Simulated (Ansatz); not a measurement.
# SnO: the cost of one run

Program: Ansatz 0.2.0. Level of theory: DFT LDA, scalar-relativistic, plane waves, PAW, and further levels as typed in the inputs. These are calculated values, not measurements.

4 further runs of the same task are left out: 4 for a known fault of the program.

## (1) Starting point

Symmetry: P4/nmm, No. 129, tetragonal system. The conventional cell has a = 3.799 Å, b = 3.799 Å, c = 4.841 Å, α = 90.00°, β = 90.00°, γ = 90.00°. Around Sn (site symmetry 4mm) lie 4 O at 2.22 Å. O (site symmetry -4m2) has 4 Sn at 2.22 Å as nearest neighbours.

Structure file:

```
Sn O
1.0
     3.79860    0.00000    0.00000
     0.00000    3.79860    0.00000
     0.00000    0.00000    4.84080
Sn O
2 2
Direct
  0.50000 0.00000 0.23690
  0.00000 0.50000 0.76310
  0.00000 0.00000 0.00000
  0.50000 0.50000 0.00000
```

The structure rests on an entry of the Crystallography Open Database; cell or positions may have been set otherwise for this series.

## (2) Relaxing cell and atoms: SnO, no spin

File input.yaml:

```yaml
crystal:
  lattice:
    - [3.7986, 0.0, 0.0]
    - [0.0, 3.7986, 0.0]
    - [0.0, 0.0, 4.8408]
  atoms:
    - { symbol: Sn, position: [0.5, 0.0, 0.2369] }
    - { symbol: Sn, position: [0.0, 0.5, 0.7631] }
    - { symbol: O, position: [0.0, 0.0, 0.0] }
    - { symbol: O, position: [0.5, 0.5, 0.0] }
scf:
  occupations: { method: fixed }
output:
  forces: true
  stress: true
  eigenvalues: true
  write_density: true
  write_potential: true
  elf: true
  volumetric_format: npy
kpoints:
  mp_grid: { grid: [10, 10, 8] }
hamiltonian:
  xc: lda
relax:
  f_tol: 0.002
  max_steps: 60
  cell: { stress_tol: 0.02, p_target: 0 }
```

Launch:

```console
> ansatz run input.yaml --threads 8 --pin off --max-ram 22528MiB --backend cpu --events-out ev --progress --plain --runs-dir out
```

Q: Estimate wall time and peak memory on 8 threads of Arm Neoverse V1, shared host.

About 18 s, with a peak of 0.46 GiB.
